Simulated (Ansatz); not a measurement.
# Cd4InO: one candidate of a structure search

The task: take a trial cell of Cd4InO to zero force and stress.

Method: DFT PBE, scalar-relativistic, plane waves, PAW, in Ansatz 0.2.0.

## Step 1: The starting structure

It takes space group P-6m2 (No. 187, hexagonal). The conventional cell has a = 5.860 Å, b = 5.860 Å, c = 4.706 Å, α = 90.00°, β = 90.00°, γ = 120.00°. Around Cd (site symmetry -6m2) lie 6 Cd at 2.91 Å and 3 O at 3.38 Å and 3 In at 3.38 Å. Cd (site symmetry mm2) has 2 In at 2.89 Å and 6 Cd at 2.90 to 2.96 Å and 4 O at 3.76 Å as nearest neighbours. In (site symmetry -6m2) has 9 Cd at 2.89 to 3.38 Å and 3 O at 3.38 Å as nearest neighbours. Around O (site symmetry -6m2) lie 15 Cd at 3.38 to 3.76 Å and 3 In at 3.38 Å.

Structure file:

```xyz
6
Lattice="5.8603 0.0000 0.0000 -2.9301 5.0752 0.0000 0.0000 0.0000 4.7063" Properties=species:S:1:pos:R:3 pbc="T T T"
Cd    2.9301    1.6917    0.0000
Cd   -1.4516    2.5453    2.3532
Cd    1.4516    2.5453    2.3532
Cd    0.0000    5.0596    2.3532
In    0.0000    3.3834    0.0000
O     0.0000    0.0000    0.0000
```

The cell is invented: species swapped into a database cell of HoCo4Ni (P-6m2, No. 187), with O on the Ho sites, Cd on the Co sites and In on the Ni sites. The dimensions are guesses.

## Step 2: Probe: one point on a coarse mesh

input.yaml reads:

```yaml
crystal:
  lattice:
    - [5.8602828, 0.0, 0.0]
    - [-2.9301414, 5.07515378, 0.0]
    - [0.0, 0.0, 4.70634222]
  atoms:
    - { symbol: Cd, position: [0.66666667, 0.33333333, 0.0] }
    - { symbol: Cd, position: [0.003057, 0.5015285, 0.5] }
    - { symbol: Cd, position: [0.4984715, 0.5015285, 0.5] }
    - { symbol: Cd, position: [0.4984715, 0.996943, 0.5] }
    - { symbol: In, position: [0.33333333, 0.66666667, 0.0] }
    - { symbol: O, position: [0.0, 0.0, 0.0] }
basis:
  ecutwfc: 420
kpoints:
  mp_grid: { grid: [3, 3, 4] }
hamiltonian:
  xc: pbe
scf:
  occupations: { method: gaussian, width: 0.1 }
  lower_state_search: "off"
output:
  forces: true
  stress: true
  eigenvalues: true
```

On the command line:

```bash
> ansatz run input.yaml --threads 1 --pin off --max-ram 2560MiB --backend cpu --events-out ev --progress --plain --runs-dir out
```

The session goes on with these runs: spin check on a coarse mesh; rough relaxation on the coarse mesh; full relaxation.

**Question.** What will these runs give? Wanted: conventional cell; volume; energy over the elements; gap on the mesh; total moment.

**Answer**, as computed:

| quantity | value |
| --- | --- |
| symmetry at the end (tolerance 0.05 Å) | space group P-6m2 (No. 187) |
| conventional cell | a = 5.561 Å, b = 5.561 Å, c = 5.557 Å, α = 90.00°, β = 90.00°, γ = 120.00° |
| volume | 24.80 Å³/atom |
| energy over the elements (uncorrected; H, N, O, F and Cl as molecules) | +0.34 eV/atom |
| gap on the mesh | none (metal) |
| total moment | 0.83 μB/cell |

**Reading.** The space group P-6m2 (No. 187) is kept, and the volume per atom grows by 6.3 % from the first guess. The formation energy is positive, so the separate elements lie lower. No finished test with a distortion of lower symmetry is shown, so the end may be a saddle point. Other magnetic orders were not searched.
